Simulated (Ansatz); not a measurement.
**Al: relaxed, then solved by several methods**

Aim: relax Al, then solve it with and without frozen cores. Methods of the runs shown: PAW, LAPW, crystal datasets and norm-conserving. Its runs: relaxed (PAW); the reference run (LAPW, PAW, crystal datasets and norm-conserving); no relativity (LAPW); spin-orbit coupling on (LAPW and PAW).

Computed with Ansatz 0.2.0 (DFT PBE, with the methods named in each step, unless a step's input says otherwise).

### 1 The structure to begin with

Symmetry: Fm-3m, No. 225, cubic system. Conventional cell: a = 4.050 Å, b = 4.050 Å, c = 4.050 Å, α = 90.00°, β = 90.00°, γ = 90.00°. Al (site symmetry m-3m) is surrounded by 12 Al at 2.86 Å.

As a file:

```xyz
1
Lattice="0.0000 2.0248 2.0248 2.0248 0.0000 2.0248 2.0248 2.0248 0.0000" Properties=species:S:1:pos:R:3 pbc="T T T"
Al    0.0000    0.0000    0.0000
```

### 2 Relaxed, PAW

input.yaml

```yaml
crystal:
  lattice:
    - [0.0, 2.02479, 2.02479]
    - [2.02479, 0.0, 2.02479]
    - [2.02479, 2.02479, 0.0]
  atoms:
    - { symbol: Al, position: [0.0, 0.0, 0.0] }
kpoints:
  mp_grid: { grid: [22, 22, 22] }
scf:
  occupations: { method: fermi_dirac, width: 0.05 }
hamiltonian:
  xc: pbe
  pseudopotentials: { kind: paw }
output:
  forces: true
  stress: true
  write_density: true
  write_potential: true
  elf: true
  volumetric_format: npy
relax:
  f_tol: 0.003
  max_steps: 80
  cell: {}
```

Launch:

```bash
> ansatz run input.yaml --threads 1 --pin off --max-ram 3072MiB --backend cpu --events-out ev --progress --plain --runs-dir out
```

The runs that follow: The relaxed cell, LAPW; The relaxed cell, PAW; The relaxed cell, crystal datasets; The relaxed cell, norm-conserving; No relativity, LAPW; Spin-orbit coupling on, LAPW; Spin-orbit coupling on, PAW.

What does the calculation give? Wanted: volume, relaxed; gap.

As calculated:

| quantity | value |
| --- | --- |
| volume, relaxed (PAW) | 16.501 Å³/atom, Fm-3m |
| gap (LAPW) | none |

In words: Relaxing changes the volume by -0.6 %, to 16.50 Å³/atom. With 11 electrons in the bands of a cell, and no spin, a band must be partly filled: it is a metal at this level. In pressure, PAW differs from LAPW by less than 0.01 GPa. No relativity moves the pressure by -0.04 GPa. Spin-orbit coupling on moves the pressure by less than 0.01 GPa.
